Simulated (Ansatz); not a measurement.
# LaNi2AsN (Cmcm): the equilibrium volume, part 1 of 2

Aim: the volume at which the pressure of LaNi2AsN (Cmcm) vanishes.

Program: Ansatz 0.2.0. Level of theory: DFT PBEsol, scalar-relativistic, plane waves, PAW. These are calculated values, not measurements.

### 1 The system as given

Symmetry: Cmcm, No. 63, orthorhombic system. Conventional cell: a = 3.712 Å, b = 11.416 Å, c = 6.938 Å, α = 90.00°, β = 90.00°, γ = 90.00°. As (site symmetry m2m) has 6 Ni at 2.39 to 2.41 Å in its first shell of neighbours. La (site symmetry m2m) is surrounded by 4 N at 2.58 Å. Around N (site symmetry 2/m) lie 2 Ni at 1.96 Å and 4 La at 2.58 Å. Around Ni (site symmetry m) lie 1 N at 1.96 Å and 3 As at 2.39 to 2.41 Å.

As a file:

```
CELL_PARAMETERS angstrom
1.85608 -5.70813 0.00000
1.85608 5.70813 0.00000
0.00000 0.00000 6.93841
ATOMIC_POSITIONS crystal
As 0.26820 0.73180 0.25000
As 0.73180 0.26820 0.75000
La 0.53821 0.46179 0.25000
La 0.46179 0.53821 0.75000
N 0.00000 0.00000 0.50000
N 0.00000 0.00000 0.00000
Ni 0.83107 0.16893 0.44687
Ni 0.16893 0.83107 0.55313
Ni 0.83107 0.16893 0.05313
Ni 0.16893 0.83107 0.94687
```

The moments start at Ni 2.00 μB.

### 2 The first run (PBEsol, 6×6×4 mesh)

Input file input.yaml:

```yaml
crystal:
  lattice:
    - [1.85607538, -5.70813187, 0.0]
    - [1.85607538, 5.70813187, 0.0]
    - [0.0, 0.0, 6.9384095]
  atoms:
    - { symbol: As, position: [0.26819962, 0.73180038, 0.25] }
    - { symbol: As, position: [0.73180038, 0.26819962, 0.75] }
    - { symbol: La, position: [0.53821056, 0.46178944, 0.25] }
    - { symbol: La, position: [0.46178944, 0.53821056, 0.75] }
    - { symbol: "N", position: [0.0, 0.0, 0.5] }
    - { symbol: "N", position: [0.0, 0.0, 0.0] }
    - { symbol: Ni, position: [0.83106732, 0.16893268, 0.446874], spin: 2.0 }
    - { symbol: Ni, position: [0.16893268, 0.83106732, 0.553126], spin: 2.0 }
    - { symbol: Ni, position: [0.83106732, 0.16893268, 0.053126], spin: 2.0 }
    - { symbol: Ni, position: [0.16893268, 0.83106732, 0.946874], spin: 2.0 }
basis:
  ecutwfc: 420
kpoints:
  mp_grid: { grid: [6, 6, 4] }
hamiltonian:
  xc: pbesol
scf:
  occupations: { method: gaussian, width: 0.1 }
  lower_state_search: "off"
output:
  forces: true
  stress: true
  eigenvalues: true
  populations: true
magnetization:
  spin_polarized: true
```

Started as:

```sh
> ansatz run input.yaml --threads 8 --pin off --max-ram 14336MiB --backend cpu --events-out ev --progress --plain --runs-dir out
```

The log of the run:

```text
Warning: RAYON_NUM_THREADS=8 ignored (pool sized by the plan → 8); use --threads N
La: projections on atomic orbitals take those of the free atom [Kr 4d10] 4f0 5s2 5p6 5d1 6s2, of charge +0.00 (hamiltonian.pseudopotentials.projection_atoms); the dataset's partial waves leave at most 1.9e-5 of an orbital's norm unspanned inside its sphere
Engine: ansatz 0.2.0, aarch64-unknown-linux-gnu
Pseudopotentials: kind: paw
Pseudopotential: As, paw, valence charge 15, recommended cutoff 420 eV (normal), As.paw.azcp
Pseudopotential: La, paw, valence charge 11, recommended cutoff 420 eV (normal), La.paw.azcp
Pseudopotential: N, paw, valence charge 5, recommended cutoff 420 eV (normal), N.paw.azcp
Pseudopotential: Ni, paw, valence charge 18, recommended cutoff 420 eV (normal), Ni.paw.azcp
Functional definition: PBEsol
  exchange = pbesol_x
  correlation = pbesol_c
Crystal: 10 atoms, lattice volume = 147.021 Å³
Basis set: ecut = 420 eV, 2871 PW (Γ), exchange–correlation on 90×90×96 points (8 copies of the dense FFT grid, shifted against one another)
Bands: 86, of which v1, the nominal top of the filled ones, is band 67 counted from 1 (66 counted from 0)
Symmetry: 8 space group operations
Space group: Cmcm (ITA 63), of the structure as read, at distance tolerance 5.3e-5 Å
Magnetic group: BNS 63.457 (UNI 555), of the structure as read, at distance tolerance 5.3e-5 Å
k-points: 39 of 144
Non-local potential: As, projectors of the file, l = 0: 2, l = 1: 2, l = 2: 3, l = 3: 1
Non-local potential: La, projectors of the file, l = 0: 3, l = 1: 2, l = 2: 2, l = 3: 3
Non-local potential: N, projectors of the file, l = 0: 2, l = 1: 2, l = 2: 1
Non-local potential: Ni, projectors of the file, l = 0: 3, l = 1: 2, l = 2: 3, l = 3: 1
PAW form: soft (Blöchl's): semilocal exchange-correlation on the pseudo side does not see the compensation charge
PAW frozen core: As, regenerated for the run's functional, and the local potential with it (the file was generated under x = pbe(κ = 0.804, μ = 0.2195149727645171), c = pbe(β = 0.06672455060314922))
PAW frozen core: La, regenerated for the run's functional, and the local potential with it (the file was generated under x = pbe(κ = 0.804, μ = 0.2195149727645171), c = pbe(β = 0.06672455060314922))
PAW frozen core: N, regenerated for the run's functional, and the local potential with it (the file was generated under x = pbe(κ = 0.804, μ = 0.2195149727645171), c = pbe(β = 0.06672455060314922))
PAW frozen core: Ni, regenerated for the run's functional, and the local potential with it (the file was generated under x = pbe(κ = 0.804, μ = 0.2195149727645171), c = pbe(β = 0.06672455060314922))
PAW one-centre angular grid: As, 590 points (default); XC on 64 Gauss nodes
PAW one-centre angular grid: La, 590 points (default); XC on 64 Gauss nodes
PAW one-centre angular grid: N, 110 points (default); XC on 64 Gauss nodes
PAW one-centre angular grid: Ni, 590 points (default); XC on 64 Gauss nodes
Initial density: superposition of atomic densities (chi_scale 0.1, normalization cell, long waves kept (reshape's long-wave potential 0.00 eV rms))
Starting moments: Σ|m| = 8 μB on 4 of 10 sites
Initial wavefunctions: pseudopotential atomic-orbital guess
Functional: x = pbesol(κ = 0.804, μ = 0.12345679012345678), c = pbesol(β = 0.046)
SCF iter   1: F=—  HF=-45932.719784 eV  |F-HF|=—  |Δ(HF+E_count)|=         —  Δρ=9.08e-2 (↑9.08e-2 ↓6.46e-2)  dr2=6.54e0  dr2_m=7.61e0  M=3.614 μB ∫|m|=4.149 μB  β_m=0.30  ethr=3.10e-3  ⟨swp⟩=5.9  Hψ=22264  notcnv=0
preconditioner: auto → Kerker (q_TF=auto, 2.686 Å⁻¹)  [metal: Δε(μ)=0.017 eV  Ē_g=7.681 eV  σ=0.100 eV  W_gap=0.09  n_scr=52 (ndim 8)  ℏωp=27.0 eV  f_vac=0.000  D(μ)=10.38/eV (n_scr^D=110)]
spin=Collinear: Kerker preconditioning applied to the charge; magnetization (m = ρ↑ − ρ↓) channel mixes plain (no charge-response kernel on spin).
SCF iter   2: F=—  HF=-45932.233694 eV  |F-HF|=—  |Δ(HF+E_count)|=   4.86e-1  Δρ=1.04e-1 (↑7.55e-2 ↓1.04e-1)  dr2=2.81e0  dr2_m=1.06e1  M=3.014 μB ∫|m|=3.552 μB  β_m=0.30  ethr=3.10e-3  ⟨swp⟩=2.5  Hψ=8284  notcnv=0  defer=929
Mixer restart at iter 2: flushing history
spin-set hold released at iteration 2 (the charge has settled, or the pull on large starting moments outlasts its swing): the magnetisation degrees of freedom join the quasi-Newton model from the next iteration; the mixer history was flushed
SCF iter   3: F=—  HF=-45932.679836 eV  |F-HF|=—  |Δ(HF+E_count)|=   4.46e-1  Δρ=6.95e-2 (↑6.87e-2 ↓6.95e-2)  dr2=1.46e0  dr2_m=6.29e0  M=2.748 μB ∫|m|=3.276 μB  β_m=0.65  ethr=2.10e-3  ⟨swp⟩=2.2  Hψ=7419  notcnv=0  defer=929
SCF iter   4: F=—  HF=-45936.251433 eV  |F-HF|=—  |Δ(HF+E_count)|=    3.57e0  Δρ=1.10e-1 (↑3.92e-2 ↓1.10e-1)  dr2=2.18e1  dr2_m=1.79e0  M=1.115 μB ∫|m|=1.351 μB  β_m=0.24  ethr=1.09e-3  ⟨swp⟩=3.9  Hψ=15484  notcnv=0  defer=988  recentre
SCF iter   5: F=—  HF=-45933.341335 eV  |F-HF|=—  |Δ(HF+E_count)|=    2.91e0  Δρ=3.86e-2 (↑3.86e-2 ↓3.65e-2)  dr2=4.43e-1  dr2_m=1.86e0  M=1.837 μB ∫|m|=2.209 μB  β_m=0.53  ethr=1.09e-3  ⟨swp⟩=4.1  Hψ=13433  notcnv=0  defer=954
SCF iter   6: F=—  HF=-45933.603117 eV  |F-HF|=—  |Δ(HF+E_count)|=   2.62e-1  Δρ=9.65e-3 (↑9.65e-3 ↓3.53e-3)  dr2=1.11e-1  dr2_m=3.09e-2  M=0.459 μB ∫|m|=0.628 μB  β_m=0.74  ethr=3.31e-4  ⟨swp⟩=2.8  Hψ=10705  notcnv=0  defer=997
SCF iter   7: F=—  HF=-45933.622642 eV  |F-HF|=—  |Δ(HF+E_count)|=   1.95e-2  Δρ=4.76e-3 (↑4.76e-3 ↓3.72e-3)  dr2=6.64e-2  dr2_m=4.80e-3  M=0.203 μB ∫|m|=0.288 μB  β_m=0.87  ethr=8.31e-5  ⟨swp⟩=2.0  Hψ=8988  notcnv=0  defer=997
SCF iter   8: F=—  HF=-45933.623144 eV  |F-HF|=—  |Δ(HF+E_count)|=   5.03e-4  Δρ=1.74e-3 (↑1.74e-3 ↓1.04e-3)  dr2=9.17e-3  dr2_m=4.51e-4  M=0.056 μB ∫|m|=0.079 μB  β_m=0.77  ethr=4.96e-5  ⟨swp⟩=2.0  Hψ=9536  notcnv=0  defer=997
SCF iter   9: F=—  HF=-45933.621923 eV  |F-HF|=—  |Δ(HF+E_count)|=   1.22e-3  Δρ=9.31e-4 (↑7.00e-4 ↓9.31e-4)  dr2=2.10e-3  dr2_m=2.06e-4  M=0.042 μB ∫|m|=0.055 μB  β_m=0.88  ethr=6.84e-6  ⟨swp⟩=2.0  Hψ=8902  notcnv=0  defer=997
SCF iter  10: F=—  HF=-45933.622078 eV  |F-HF|=—  |Δ(HF+E_count)|=   1.55e-4  Δρ=4.97e-4 (↑3.46e-4 ↓4.97e-4)  dr2=6.43e-4  dr2_m=4.20e-5  M=0.019 μB ∫|m|=0.025 μB  β_m=0.83  ethr=1.56e-6  ⟨swp⟩=1.6  Hψ=7317  notcnv=0  defer=997
SCF iter  11: F=—  HF=-45933.622019 eV  |F-HF|=—  |Δ(HF+E_count)|=   5.94e-5  Δρ=1.66e-4 (↑1.66e-4 ↓6.02e-5)  dr2=2.32e-5  dr2_m=1.30e-5  M=0.009 μB ∫|m|=0.011 μB  β_m=0.91  ethr=4.80e-7  ⟨swp⟩=2.0  Hψ=9921  notcnv=0  defer=997
SCF iter  12: F=—  HF=-45933.622088 eV  |F-HF|=—  |Δ(HF+E_count)|=   6.90e-5  Δρ=9.32e-5 (↑9.32e-5 ↓3.90e-5)  dr2=1.71e-5  dr2_m=1.96e-6  M=0.004 μB ∫|m|=0.005 μB  β_m=0.83  ethr=1.73e-8  ⟨swp⟩=2.1  Hψ=11060  notcnv=0  defer=997
SCF iter  13: F=—  HF=-45933.622085 eV  |F-HF|=—  |Δ(HF+E_count)|=   2.45e-6  Δρ=2.43e-5 (↑2.43e-5 ↓1.23e-5)  dr2=1.41e-6  dr2_m=1.46e-7  M=0.001 μB ∫|m|=0.001 μB  β_m=0.89  ethr=1.27e-8  ⟨swp⟩=2.0  Hψ=9226  notcnv=0  defer=997
SCF iter  14: F=—  HF=-45933.622085 eV  |F-HF|=—  |Δ(HF+E_count)|=   1.02e-7  Δρ=4.91e-6 (↑4.44e-6 ↓4.91e-6)  dr2=2.05e-7  dr2_m=2.09e-9  M=0.000 μB ∫|m|=0.000 μB  β_m=0.95  ethr=1.05e-9  ⟨swp⟩=2.0  Hψ=10495  notcnv=0  defer=997
iter 15 did not close the SCF: its close was put off for a magnetic moment that had not settled (scf_convergence_deferred on its scf_iter line)
SCF iter  15: F=-45933.622085 eV  HF=-45933.622085 eV  |F-HF|=3.03e-8  |Δ(HF+E_count)|=   2.51e-8  Δρ=3.28e-6 (↑3.28e-6 ↓2.53e-6)  dr2=3.79e-8  dr2_m=4.65e-10  M=0.000 μB ∫|m|=0.000 μB  β_m=0.95  ethr=7.46e-11  ⟨swp⟩=11.8  Hψ=31737  notcnv=0
iter 16 did not close the SCF: its close was put off for a magnetic moment that had not settled (scf_convergence_deferred on its scf_iter line)
SCF iter  16: F=-45933.622085 eV  HF=-45933.622085 eV  |F-HF|=1.02e-8  |Δ(HF+E_count)|=   6.35e-9  Δρ=1.54e-6 (↑9.59e-7 ↓1.54e-6)  dr2=1.04e-8  dr2_m=1.74e-10  M=0.000 μB ∫|m|=0.000 μB  β_m=0.95  ethr=2.83e-11  ⟨swp⟩=3.0  Hψ=18321  notcnv=0
SCF iter  17: F=-45933.622085 eV  HF=-45933.622085 eV  |F-HF|=1.75e-9  |Δ(HF+E_count)|=   1.00e-9  Δρ=6.60e-7 (↑5.20e-7 ↓6.60e-7)  dr2=1.74e-9  dr2_m=2.16e-11  M=0.000 μB ∫|m|=0.000 μB  ethr=7.77e-12  ⟨swp⟩=1.7  Hψ=14226  notcnv=0
WARN: the starting moments were not kept: the SCF closed with an absolute magnetisation of 9.8e-6 μB, where they sum to 8 μB in size (4 sites). That is at most 0.1 of that sum. Measured as dr2_m measures the in/out step, that magnetisation stands 2.0e-11 eV from none, at or under the dr2_threshold of 1.0e-7 eV: it is no larger than a step whose dr2_m would equal this threshold. The system may hold no moment; this SCF shows only that its start led to no more than that. To try another start: raise the starting moments (crystal.atoms[].spin, magnetization.per_species, magnetization.initial_magnetization, or on a non-collinear deck that types none of these the spinor_matrix: blocks that start its atoms; where the total moment is fixed, keep their sum and leave initial_magnetization as it is; typed ones take the place of any that the run laid by itself, positive ones on a crystal's lanthanoids without a Hubbard term where scf.initial_density.shell_occupations: [] is typed) or, if the notice of its spin-set hold's release reads "site moments contracting" or "site moments show no strong build", lengthen the hold (scf.mixing.spin_hold: { on: { confirm: 4 } }; for m-r²SCAN on two components see the key's manual first). Each may lead to a state that holds a moment. A second SCF, from the converged charge density, with the starting moments and any scf.initial_density.shell_occupations laid on it anew, would have followed, and was not run: the deck does not ask for one (magnetization.retry_lost_moments is false, the default). To let it run, set magnetization.retry_lost_moments: true and run the deck again, where that key's refused combinations let it; where memory then withholds it, that run's warning says so.
SCF 1 converged in 17 iterations: F = -45933.622085 eV  dr2 = 1.74e-9
SCF converged after 17 iterations
Magnetization: 0.0000 μB (67.0000 up, 67.0000 down)
Absolute magnetization: 0.0000 μB (∫|ρ↑−ρ↓|, with the PAW one-centre terms)
Spin contamination: 0.0000 ħ² per cell (⟨S²⟩ above its minimum at these occupations)
Per-site moments (μB) at R_I (Å): [(1.9442123516289695e-7, 0.98550167461317), (1.9442123528998188e-7, 0.98550167461317), (1.012198447883331e-7, 1.0632703173390365), (1.0121984499587157e-7, 1.0632703173390365), (-1.029226950807722e-6, 0.8099397551499464), (-1.0292269509835263e-6, 0.8099397551499463), (1.0776807557599104e-6, 0.8099397551499464), (1.0776807557437445e-6, 0.8099397551499464), (1.0776807557584037e-6, 0.8099397551499463), (1.077680755671147e-6, 0.8099397551499463)]
Free energy (F): -45933.622085 eV
Harris-Foulkes:  -45933.622085 eV  (|F-HF|=1.75e-9)
Internal energy: -45933.586224 eV  (E = F + TS)
E sigma→0 (E₀):  -45933.604154 eV
Entropy (-TS):   -0.035862 eV (-3.586 meV/atom)
Fermi energy:    14.940213 eV
--- Per-component energies (eV) ---
  E_band       = -1626.950497
  E_kinetic    = 1987.306427
  E_local      = -22597.279998  (includes V_loc(G=0)·N_el)
  E_nonlocal   = 1513.056424
  E_hartree    = 10170.900893
  E_xc         = -892.934232
  E_vxc        = -1045.128681  (∫ρ·V_xc dr)
  E_paw        = -20883.318391  (= ΣΔE_a)
  E_vpaw       = -1826.701360  (= ΣTr[D̂ρ^β])
  E_aug_tail   = 0.002115  (compensation charges beyond the density's cutoff)
  E_ewald      = -15234.436690
  E_core_change = 3.117229  (= ΣΔE_core)
  E_smearing   = -0.035862  (= −TS)
  E_closure    = 0.000000  (closes the sum)
  Σ components = -45933.622085   (vs F -45933.622085, Δ=0.00e0)
--- Forces (eV/Å), atoms counted from 1 ---
  atom   1  As     0.00000000     0.00568289     0.00000000
  atom   2  As     0.00000000    -0.00568289     0.00000000
  atom   3  La     0.00000000     0.04782946     0.00000000
  atom   4  La     0.00000000    -0.04782946     0.00000000
  atom   5  N     -0.00000000     0.00000000     0.00000000
  atom   6  N     -0.00000000     0.00000000     0.00000000
  atom   7  Ni    -0.00000000    -0.20210951     0.03064717
  atom   8  Ni    -0.00000000     0.20210951    -0.03064717
  atom   9  Ni    -0.00000000    -0.20210951    -0.03064717
  atom  10  Ni    -0.00000000     0.20210951     0.03064717
  max |Σ_I F_I| component: 1.04e-17 eV/Å
--- Stress (GPa, compression-positive) ---
       -4.767814       0.000000       0.000000
        0.000000      -6.463849       0.000000
        0.000000       0.000000      -4.544696
  P = ⅓ Tr σ = -5.2588 GPa (-52.588 kbar)
--- Band table (eV; the first three rows and the last of 78) ---
  k-point 0 ↑: bands = ["-88.0368", "-88.0352", "-88.0335", "-88.0319", "-48.7035", "-48.7018", "-48.6832", "-48.6807", "-48.5499", "-48.5489", "-48.5479", "-48.5463", "-48.5332", "-48.5315", "-48.5311", "-48.5295", "-20.9480", "-20.9471", "-20.9461", "-20.9460", "-20.9439", "-20.9437", "-20.9432", "-20.9432", "-20.9423", "-20.9421", "-16.6709", "-16.5308", "-2.1224", "-0.7391", "-0.7311", "-0.1647", "-0.0655", "0.1012", "1.2140", "2.5465", "3.2020", "3.2107", "8.6571", "9.9330", "10.0886", "10.5015", "10.8314", "10.8792", "10.9021", "10.9749", "11.4127", "11.5861", "12.3976", "12.4202", "12.4593", "12.4780", "12.5495", "12.6688", "12.7350", "12.8742", "13.1102", "13.1988", "13.2844", "13.4070", "13.9152", "13.9171", "14.0536", "14.3925", "14.4000", "14.6277", "14.6375", "15.6315", "16.5457", "16.7742", "17.2059", "17.3013", "17.7576", "17.7873", "17.8863", "17.9263", "18.2486", "18.2703", "18.3217", "18.3589", "18.3990", "18.4251", "18.5566", "18.5818", "18.8962", "18.9347"]
  k-point 1 ↑: bands = ["-88.0366", "-88.0356", "-88.0331", "-88.0320", "-48.7033", "-48.7020", "-48.6828", "-48.6811", "-48.5496", "-48.5486", "-48.5482", "-48.5468", "-48.5328", "-48.5314", "-48.5312", "-48.5298", "-20.9479", "-20.9472", "-20.9461", "-20.9460", "-20.9438", "-20.9436", "-20.9433", "-20.9433", "-20.9423", "-20.9421", "-16.6508", "-16.5518", "-1.9422", "-0.9116", "-0.6986", "-0.3643", "-0.1276", "0.0604", "1.6519", "2.6341", "2.9133", "3.1426", "8.9820", "10.0451", "10.0592", "10.5717", "10.6494", "10.9417", "11.0541", "11.1272", "11.3724", "11.4890", "12.1107", "12.1879", "12.2654", "12.3642", "12.4550", "12.5190", "12.9933", "13.1315", "13.1943", "13.2472", "13.2622", "13.3438", "13.8677", "13.9990", "14.0573", "14.3654", "14.4613", "14.5404", "14.7657", "15.6887", "16.2365", "16.4804", "16.5235", "17.6031", "17.6432", "17.9610", "18.1778", "18.1962", "18.2543", "18.3094", "18.3669", "18.3915", "18.4120", "18.4170", "18.5710", "18.5951", "18.7824", "18.8357"]
  k-point 2 ↑: bands = ["-88.0362", "-88.0362", "-88.0325", "-88.0325", "-48.7026", "-48.7026", "-48.6820", "-48.6820", "-48.5490", "-48.5490", "-48.5477", "-48.5477", "-48.5321", "-48.5321", "-48.5305", "-48.5305", "-20.9476", "-20.9476", "-20.9460", "-20.9460", "-20.9435", "-20.9435", "-20.9435", "-20.9435", "-20.9422", "-20.9422", "-16.6018", "-16.6018", "-1.4590", "-1.4590", "-0.5875", "-0.5875", "-0.0355", "-0.0355", "2.3424", "2.3424", "2.8735", "2.8735", "9.6858", "9.6858", "10.2137", "10.2137", "11.0549", "11.0549", "11.0979", "11.0979", "11.5274", "11.5274", "11.6972", "11.6972", "12.2502", "12.2502", "12.4639", "12.4639", "13.1798", "13.1798", "13.1974", "13.1974", "13.3667", "13.3667", "13.8359", "13.8359", "14.2111", "14.2111", "14.4176", "14.4176", "15.5548", "15.5548", "15.7519", "15.7519", "17.2442", "17.2442", "17.7967", "17.7967", "18.2263", "18.2263", "18.4077", "18.4077", "18.4130", "18.4130", "18.4339", "18.4339", "18.6473", "18.6473", "18.6806", "18.6806"]
  k-point 38 ↓: bands = ["-88.0362", "-88.0362", "-88.0325", "-88.0325", "-48.7026", "-48.7026", "-48.6820", "-48.6820", "-48.5490", "-48.5490", "-48.5476", "-48.5476", "-48.5322", "-48.5322", "-48.5304", "-48.5304", "-20.9476", "-20.9476", "-20.9458", "-20.9458", "-20.9435", "-20.9435", "-20.9434", "-20.9434", "-20.9422", "-20.9422", "-16.6013", "-16.6013", "-1.4969", "-1.4969", "-0.7469", "-0.7469", "-0.0390", "-0.0390", "2.4557", "2.4557", "3.3088", "3.3088", "9.1155", "9.1155", "10.0405", "10.0405", "10.8613", "10.8613", "11.0597", "11.0597", "11.7626", "11.7626", "11.8165", "11.8165", "12.3602", "12.3602", "12.8231", "12.8231", "12.9508", "12.9508", "13.3159", "13.3159", "13.4190", "13.4190", "13.6600", "13.6600", "14.0632", "14.0632", "14.3804", "14.3804", "15.3755", "15.3755", "16.0402", "16.0402", "16.9875", "16.9875", "17.8710", "17.8710", "18.2290", "18.2290", "18.2789", "18.2789", "18.3591", "18.3591", "18.5493", "18.5493", "18.6124", "18.6124", "18.7257", "18.7257"]
--- Löwdin populations: 10 sites ---
  site symbol       q [e]    m [muB]
     0     As     15.3194     0.0000
     1     As     15.3194     0.0000
     2     La     10.8214     0.0000
     3     La     10.8214     0.0000
     4      N      5.6752    -0.0000
     5      N      5.6752    -0.0000
     6     Ni     17.3813     0.0000
     7     Ni     17.3813     0.0000
     8     Ni     17.3813     0.0000
     9     Ni     17.3813     0.0000
  spilling = 0.006287 (of n_electrons = 134.000000)
```

It took 17 s on 8 threads of Arm Neoverse V2, shared host; peak memory 1.3 GiB.

Result: volume 14.702 Å³/atom, pressure -5.26 GPa, no gap, no moment left.

(Continued in part 2 of 2.)
